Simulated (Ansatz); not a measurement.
# CH6ClNSSi: how energies converge with the basis set

How large a basis does CH6ClNSSi need? Two functionals are run in growing sets.

Method: one geometry, several basis sets; program: Ansatz 0.2.0, Gaussian basis.

Levels to be run: PBE0-D4/def2-SVP; ωB97M-V/def2-SVP; PBE0-D4/def2-QZVPP; ωB97M-V/def2-QZVPP; the functionals' def2-TZVPP values are taken from earlier runs.

## 1. The geometry

An earlier PBE0-D4/def2-TZVP relaxation fixed the geometry.

11 atoms, charge 0, spin multiplicity 1.

Atoms are counted from 1 here; the program's logs count them from 0.

Bond lengths: C1–S2 1.817 Å, C1–H6 1.089 Å, C1–H7 1.089 Å, C1–H8 1.089 Å, S2–Si3 2.108 Å, Si3–N4 1.703 Å, Si3–Cl5 2.061 Å, Si3–H9 1.481 Å, N4–H10 1.006 Å, N4–H11 1.007 Å. Angles: S2–C1–H6 106.8°, S2–C1–H7 110.7°, S2–C1–H8 110.3°, H6–C1–H7 109.6°, H6–C1–H8 109.4°, H7–C1–H8 110.0°, C1–S2–Si3 100.1°, S2–Si3–N4 110.5°, S2–Si3–Cl5 113.5°, S2–Si3–H9 104.5°, N4–Si3–Cl5 104.2°, N4–Si3–H9 117.6°, Cl5–Si3–H9 106.8°, Si3–N4–H10 120.9°, Si3–N4–H11 120.8°, H10–N4–H11 112.8°.

Coordinates:

```xyz
11
CH6ClNSSi
C    -0.4404    1.3645   -1.1947
S     1.0951    1.2462   -0.2299
Si    0.5895   -0.3264    1.0797
N     0.1078   -1.7032    0.2014
Cl   -1.0276    0.0974    2.2854
H    -0.2248    1.9979   -2.0541
H    -0.7555    0.3802   -1.5372
H    -1.2286    1.8206   -0.5975
H     1.7645   -0.4578    1.9719
H    -0.5187   -2.3804    0.6036
H     0.7042   -2.0958   -0.5082
```

## 2. PBE0-D4 in def2-SVP

in.yaml

```yaml
crystal:
  periodic: [false, false, false]
  atoms:
    - {symbol: C, position_ang: [-0.440360, 1.364464, -1.194670]}
    - {symbol: S, position_ang: [1.095074, 1.246203, -0.229896]}
    - {symbol: Si, position_ang: [0.589505, -0.326410, 1.079727]}
    - {symbol: N, position_ang: [0.107785, -1.703239, 0.201377]}
    - {symbol: Cl, position_ang: [-1.027563, 0.097393, 2.285430]}
    - {symbol: H, position_ang: [-0.224836, 1.997910, -2.054051]}
    - {symbol: H, position_ang: [-0.755519, 0.380205, -1.537173]}
    - {symbol: H, position_ang: [-1.228572, 1.820579, -0.597498]}
    - {symbol: H, position_ang: [1.764489, -0.457769, 1.971929]}
    - {symbol: H, position_ang: [-0.518731, -2.380424, 0.603574]}
    - {symbol: H, position_ang: [0.704230, -2.095811, -0.508249]}
basis:
  gaussian: {orbitals: def2-SVP}
hamiltonian: {xc: pbe0, dispersion: d4}
output: {orbitals: {seedname: orbitals}}
```

Launch:

```bash
$ ansatz run in.yaml --threads 4 --pin off --events-out ev --progress --plain --max-ram 10444MiB
```

After this run come: ωB97M-V in def2-SVP; PBE0-D4 in def2-QZVPP; ωB97M-V in def2-QZVPP.

Q: Predict the results of all the runs planned. Wanted: PBE0-D4: double and triple zeta above quadruple; ωB97M-V: double and triple zeta above quadruple.

As calculated:

```
                                       quantity           value
PBE0-D4: double and triple zeta above quadruple  15.26, 1.13 eV
ωB97M-V: double and triple zeta above quadruple  15.29, 1.07 eV
```

**Reading.** PBE0-D4 gains 14.13 eV from double to triple zeta, then 1.13 eV more. These are total energies; as a rule much of such shifts cancels in differences, which this series doesn't test. The LUMO of ωB97M-V is positive and keeps falling with the basis (2.77 to 1.43 eV): an unbound level that the basis holds in place.
